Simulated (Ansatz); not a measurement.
Write a Python script for Ansatz 0.2.0, Python API that makes an atomisation energy of C₂H₆Sb, SMILES [CH2][SbH][CH3]. Use (for the species named): MP2, def2-SVPD basis, multiplicity 2.

```xyz
9

C    -0.3596    0.5157   -1.6260
Sb    0.7297    1.0809    0.1237
C     0.5692   -0.9308    0.8856
H    -1.2413    0.0062   -1.3447
H    -0.7067    1.4792   -2.1874
H    -0.7135    1.5980    0.9934
H    -0.4226   -1.2811    0.8562
H     1.2824   -1.5867    0.2863
H     0.9508   -0.9275    1.9959
```

Script `tae.py`:
```python
# -*- coding: utf-8 -*-
"""Atomisation energy of C2H6Sb at the given geometry."""

from collections import Counter

import ansatz as az
from ase import Atoms

BASIS_SET = "def2-SVPD"
METHOD = "mp2"


def total_energy(molecule, charge=0, unpaired=0):
    calc = (
        molecule.calculation()
        .basis(gaussian=BASIS_SET)
        .correlation(METHOD)
    )
    if charge:
        calc = calc.charge(charge)
    if unpaired:
        calc = calc.spin("collinear", total=unpaired)
    report = calc.run().report
    if report["published_state_doubts"]:
        print("  doubts:", report["published_state_doubts"])
    return report["free_energy_ev"]

atoms = Atoms(["C", "Sb", "C", "H", "H", "H", "H", "H", "H"], positions=[
    [-0.3596, 0.5157, -1.626],
    [0.7297, 1.0809, 0.1237],
    [0.5692, -0.9308, 0.8856],
    [-1.2413, 0.0062, -1.3447],
    [-0.7067, 1.4792, -2.1874],
    [-0.7135, 1.598, 0.9934],
    [-0.4226, -1.2811, 0.8562],
    [1.2824, -1.5867, 0.2863],
    [0.9508, -0.9275, 1.9959],
])
molecule = az.Crystal.molecule_from_ase(atoms)

# Hund ground states
unpaired = {"C": 2, "Sb": 3, "H": 1}
counts = Counter(site.symbol for site in molecule.cartesian_sites)
atom_energy = {s: total_energy(az.Crystal.molecule().atom(s, (0, 0, 0)), 0, unpaired[s]) for s in counts}
whole = total_energy(molecule, 0, 1)
for s, e in atom_energy.items():
    print(f"{s:2s} x{counts[s]}  {e:14.5f} eV")
print(f"C2H6Sb: {whole:.5f} eV")
split = sum(counts[s] * e for s, e in atom_energy.items()) - whole
print(f"atomisation energy (no zero-point term): {96.485332 * split:.1f} kJ/mol, {split / sum(counts.values()):.3f} eV an atom")
```

```console
$ python tae.py
C  x2     -1025.86273 eV
Sb x1     -6512.82903 eV
H  x6       -13.58606 eV
C2H6Sb: -8673.39479 eV
atomisation energy (no zero-point term): 2636.4 kJ/mol, 3.036 eV an atom
```

2636.4 kJ/mol from the electronic energies, without the zero-point term.

Total energies depend on the basis set; only differences at equal settings carry meaning. The geometry is a force-field or estimated start, not a minimum of this method, and the basis set is short of its limit. All parts are taken at fixed geometry, without zero-point energy. def2 sets replace the cores of elements past krypton by effective core potentials. The species is open-shell (spin multiplicity 2). In double-zeta sets correlated atomisation energies come out some 10 to 15 % low. The spin-orbit lowering of heavy atoms is left out. Run time: 3.6 s on 1 thread of Intel(R) Xeon(R) 6975P-C (Granite Rapids), with other jobs on the host, peak memory 0.38 GiB.
